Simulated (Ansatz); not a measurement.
# SnH3Cl (SnClH3) at CCSDT(Q)/STO-3G

Aim: the electronic atomisation energy of SnH3Cl (SnClH3) at CCSDT(Q)/STO-3G, from 4 runs. 

The results are computed with Ansatz 0.2.0.

58 further runs of the same task are left out: 6 that didn't finish, 52 set aside as unsound or not needed.

### 1 The molecule

The species is SnH3Cl (5 atoms), meant as a singlet with charge 0. As SMILES, `[H][Sn]([H])([H])[Cl]`. The shape comes from GFN2-xTB, which is rough for such elements, and wasn't checked as a minimum.

Bond lengths: Sn1–Cl2 2.281 Å, Sn1–H3 1.674 Å, Sn1–H4 1.674 Å, Sn1–H5 1.674 Å. Angles: Cl2–Sn1–H3 108.3°, Cl2–Sn1–H4 108.1°, Cl2–Sn1–H5 108.2°, H3–Sn1–H4 110.7°, H3–Sn1–H5 110.8°, H4–Sn1–H5 110.7°.

### 2 The energy at CCSDT(Q)/STO-3G

File in.yaml:

```yaml
crystal:
  periodic: [false, false, false]
  atoms:
    - {symbol: Sn, position_ang: [-0.000010, 0.000870, -0.142560]}
    - {symbol: Cl, position_ang: [0.011570, -0.019280, 2.138020]}
    - {symbol: H, position_ang: [1.586650, 0.010950, -0.675080]}
    - {symbol: H, position_ang: [-0.803020, 1.380470, -0.647070]}
    - {symbol: H, position_ang: [-0.795190, -1.373000, -0.673310]}
basis:
  gaussian:
    orbitals: STO-3G
total_charge: 0
correlation:
  method: ccsdt_q
  frozen_orbitals: {Cl: 5, H: 0, Sn: 18}
accuracy: high
scf:
  omitted_lower_state_checks: [cluster_reference, increment]
```

Command:

```bash
$ ansatz run in.yaml --threads 1 --pin off --max-ram 2610MiB --events-out events.jsonl --progress --plain --runs-dir runs
```

Standard output:

```text
Warning: RAYON_NUM_THREADS=1 ignored (pool sized by the plan → 1); use --threads N
[... 11 lines left out ...]
23 core orbitals not correlated: weight in the atoms' cores, before any rotation towards them, 1.000 or more for the frozen orbitals, at most 0.000 for the correlated occupied ones
[... 22 lines left out ...]
Total energy: -174690.43616117 eV, -6419.7551194924 hartree
Checks for a lower state left out: cluster_reference, increment
```

Run time: 1.1 s. Hardware: 1 thread of Arm Neoverse V1, shared host; peak memory 0.1 GiB.

### 3 The Cl atom

File run.yaml:

```yaml
crystal:
  periodic: [false, false, false]
  atoms:
    - symbol: Cl
      position_ang: [0.000000, 0.000000, 0.000000]
basis:
  gaussian: {orbitals: STO-3G}
magnetization: {spin_polarized: true, initial_magnetization: 1}
correlation: {method: ccsdt_q, frozen_orbitals: {Cl: 5}}
accuracy: high
scf: {omitted_lower_state_checks: [cluster_reference, increment]}
```

Run the same way, it converges to -454.54219 Eh (log not shown).

### 4 The H atom: the energy at UHF/STO-3G

File input.yaml:

```yaml
crystal:
  periodic: [false, false, false]
  atoms:
    - {symbol: H, position_ang: [0.000000, 0.000000, 0.000000]}
basis:
  gaussian:
    orbitals: STO-3G
magnetization:
  spin_polarized: true
  initial_magnetization: 1
hamiltonian:
  xc: hf
accuracy: high
```

Run the same way, it converges to -0.46658 Eh (log not shown).

### 5 The Sn atom

File job.yaml:

```yaml
crystal:
  periodic: [false, false, false]
  atoms:
    - {symbol: Sn, position_ang: [0.000000, 0.000000, 0.000000]}
basis:
  gaussian:
    orbitals: STO-3G
magnetization:
  spin_polarized: true
  initial_magnetization: 2
correlation:
  method: ccsdt_q
  frozen_orbitals: {Sn: 18}
accuracy: high
scf:
  omitted_lower_state_checks: [cluster_reference, increment]
```

Command:

```bash
$ ansatz run job.yaml --threads 1 --pin off --max-ram 2610MiB --events-out events.jsonl --progress --plain --runs-dir runs
```

Standard output:

```text
Warning: RAYON_NUM_THREADS=1 ignored (pool sized by the plan → 1); use --threads N
[... 12 lines left out ...]
18 core orbitals not correlated: weight in the atoms' cores, before any rotation towards them, 1.000 or more for the frozen orbitals, at most 0.000 for the correlated occupied ones
[... 17 lines left out ...]
Total energy: -162267.47901309 eV, -5963.2198648833 hartree
Checks for a lower state left out: cluster_reference, increment
```

Wall time 0.52 s (1 thread of Arm Neoverse V1, shared host).

### 6 Results

Level: CCSDT(Q)/STO-3G, 23 core orbitals frozen.

| quantity | value |
| --- | --- |
| molecule: total energy | -6419.75512 Eh |
| molecule: correlation energy (23 core orbitals frozen) | -57.9 mEh |
| molecule: T1 diagnostic | 0.004 |
| Cl atom: total energy | -454.54219 Eh |
| Cl atom: correlation energy (5 core orbitals frozen) | 0.0 mEh |
| Cl atom: ⟨S²⟩ of the reference determinant | 0.750 |
| Cl atom: T1 diagnostic | 0.000 |
| H atom: total energy | -0.46658 Eh |
| H atom: ⟨S²⟩ | 0.750 |
| Sn atom: total energy | -5963.21986 Eh |
| Sn atom: correlation energy (18 core orbitals frozen) | -13.7 mEh |
| Sn atom: ⟨S²⟩ of the reference determinant | 2.000 |
| Sn atom: T1 diagnostic | 0.000 |
| electronic atomisation energy | 16.145 eV |

Taking the molecule apart into free atoms costs 16.14 eV (1558 kJ/mol), before zero-point energy and without spin-orbit coupling. In a minimal basis such a difference can be off by several eV, whatever the method. Relativity is left out (molecule) although the molecule holds a heavy atom. Relativity is left out (Sn atom) although the molecule holds a heavy atom.
